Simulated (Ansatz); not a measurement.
# Be: the cost of one run

Method: DFT PBE, scalar-relativistic, plane waves, PAW, in Ansatz 0.2.0.

6 further runs of the same task are left out: 6 set aside as unsound or not needed.

### 1 The system as given

It takes space group P6_3/mmc (No. 194, hexagonal). The conventional cell has a = 2.290 Å, b = 2.290 Å, c = 3.588 Å, α = 90.00°, β = 90.00°, γ = 120.00°. Be (site symmetry -6m2) is surrounded by 12 Be at 2.23 to 2.29 Å.

Coordinates:

```cif
data_structure
_symmetry_space_group_name_H-M 'P6_3/mmc'
_symmetry_Int_Tables_number 194
_cell_length_a 2.2900
_cell_length_b 2.2900
_cell_length_c 3.5884
_cell_angle_alpha 90.000
_cell_angle_beta 90.000
_cell_angle_gamma 120.000
_cell_volume 16.30
loop_
_atom_site_label
_atom_site_type_symbol
_atom_site_symmetry_multiplicity
_atom_site_Wyckoff_symbol
_atom_site_fract_x
_atom_site_fract_y
_atom_site_fract_z
_atom_site_occupancy
Be1 Be 2 d 0.33333 0.66667 0.75000 1
```

The cell is the measured one, not relaxed. An earlier run on this cell at PBE gave -3.47 GPa at 8.148 Å³/atom (16×16×10 mesh), a metal on this mesh. The cell is stretched at this level.

### 2 Bands on a fine mesh, Fermi surface

Input file input.yaml:

```yaml
crystal:
  lattice:
    - [2.2899981114, 0.0, 0.0]
    - [-1.1449990557, 1.9831965391, 0.0]
    - [0.0, 0.0, 3.5884270405]
  atoms:
    - { symbol: Be, position: [0.3333333333, 0.6666666667, 0.75] }
    - { symbol: Be, position: [0.6666666667, 0.3333333333, 0.25] }
basis:
  ecutwfc: 420
  ecutrho_ratio: 4
kpoints:
  mp_grid: { grid: [16, 16, 10] }
hamiltonian:
  xc: pbe
scf:
  occupations: { method: gaussian, width: 0.05 }
output:
  forces: true
  stress: true
  eigenvalues: true
  eigenstates:
    nscf_kmesh: { grid: [30, 30, 16] }
    de_dk: true
    e_range: [-2.5, 2.5]
  write_density: true
  write_potential: true
  elf: true
  volumetric_format: npy
```

On the command line:

```console
> ansatz run input.yaml --threads 4 --pin off --max-ram 9216MiB --backend cpu --events-out ev --progress --plain --runs-dir out
```

Q: Estimate wall time and peak memory on 4 threads of Arm Neoverse V1, shared host.

About 1.8 s, with a peak of 0.29 GiB.
